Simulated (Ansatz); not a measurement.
Geometry optimisation, DFT PBEsol, scalar-relativistic, plane waves, PAW in Ansatz.

Input:

```yaml
crystal:
  lattice:
    - [5.445568, 0.0, 0.0]
    - [-2.722784, 5.285196, 0.0]
    - [0.0, 0.0, 16.323963]
  atoms:
    - { symbol: Al, position: [0.66666663, 0.0, 0.06125963] }
    - { symbol: Al, position: [0.10545019, 0.54423369, 0.10723054] }
    - { symbol: "N", position: [0.4930197, 0.65270608, 0.09628946] }
    - { symbol: "N", position: [0.93180315, 0.19693971, 0.14226037] }
    - { symbol: Al, position: [0.21090032, 0.08846732, 0.15320145] }
    - { symbol: Al, position: [0.64968382, 0.63270101, 0.19917235] }
    - { symbol: "N", position: [0.03725338, 0.7411734, 0.18823128] }
    - { symbol: "N", position: [0.47603683, 0.28540703, 0.23420218] }
    - { symbol: Al, position: [0.75513395, 0.17693464, 0.24514326] }
    - { symbol: Al, position: [0.1939175, 0.72116832, 0.29111417] }
    - { symbol: "N", position: [0.58148702, 0.82964072, 0.28017309] }
    - { symbol: "N", position: [0.02027052, 0.37387435, 0.326144] }
    - { symbol: Ge, position: [0.58148702, 0.82964072, 0.39904296] }
    - { symbol: H, position: [0.93189165, 0.64156113, 0.34574708] }
    - { symbol: H, position: [0.36622372, 0.61665397, 0.46973658] }
basis:
  ecutwfc: 420.0
kpoints:
  mp_grid: { grid: [2, 2, 1] }
hamiltonian:
  xc: pbesol
  pseudopotentials: { kind: paw, azcp: { folder: soft_1 } }
scf:
  occupations: { method: gaussian, width: 0.05 }
  lower_state_search: "off"
relax:
  f_tol: 0.03
  max_steps: 60
  adjacent_minimum: "off"
  constraints: [{ sites: [0] }]
```

Launched with:

```bash
$ ansatz run input.yaml --threads 1 --pin off --max-ram 3072MiB --backend cpu --events-out ev --progress --plain --runs-dir out
```

Task: Where does it end, and by what steps?

Result: The forces met the threshold. The force dipped under the threshold on the way, but the program's further checks kept it going. Limits of this set-up: coarse k mesh, thin slab, slab without dipole correction, no dispersion correction for a molecule that may bind weakly, PAW files made for another functional. After 20 steps the energy has fallen by 7.517 eV; H15 moved furthest, 2.70 Å. Parted: Al10–H14 (1.56 → 2.44 Å). Joined: N12–Ge13 (3.24 → 2.14 Å), N12–H14 (1.89 → 1.04 Å).

```csv
step,energy less start (eV),largest force component (eV/Å),accepted
0,0.0000,2.289,yes
1,-1.5764,1.932,yes
2,-2.6836,1.335,yes
3,-3.3876,1.786,yes
4,-4.5628,2.669,yes
5,-5.1689,2.476,yes
6,-5.6501,1.293,yes
7,-5.9432,1.047,yes
8,-6.2157,0.633,yes
9,-6.4608,0.396,yes
10,-6.6562,0.431,yes
11,-6.8368,0.392,yes
12,-7.0194,0.396,yes
13,-7.1925,0.373,yes
14,-7.3089,0.249,yes
15,-7.3846,0.332,yes
16,-7.4616,0.130,yes
17,-7.5047,0.080,yes
18,-7.5154,0.071,yes
19,-7.5166,0.027,yes
20,-7.5166,0.026,yes
```

```xyz
15
Lattice="5.4456 0.0000 0.0000 -2.7228 5.2852 0.0000 0.0000 0.0000 16.3240" Properties=species:S:1:pos:R:3
Al 3.630 0.000 1.000
Al -0.324 2.843 1.768
N 1.274 3.564 1.438
N 4.933 1.022 2.002
Al 1.285 0.386 2.236
Al 2.221 3.258 3.009
N -1.406 3.841 2.910
N 2.188 1.458 3.397
Al 3.889 0.922 3.663
Al -0.415 3.732 4.562
N 1.364 4.426 4.372
N -0.614 1.827 5.087
Ge 2.791 5.140 5.577
H 4.128 1.865 5.845
H 2.085 5.182 6.985
```

Whether the end is a true minimum wasn't checked by a vibrational analysis.

Time of the run: 94 s on 1 thread of Arm Neoverse V2 (shared host), peak memory 0.6 GiB.
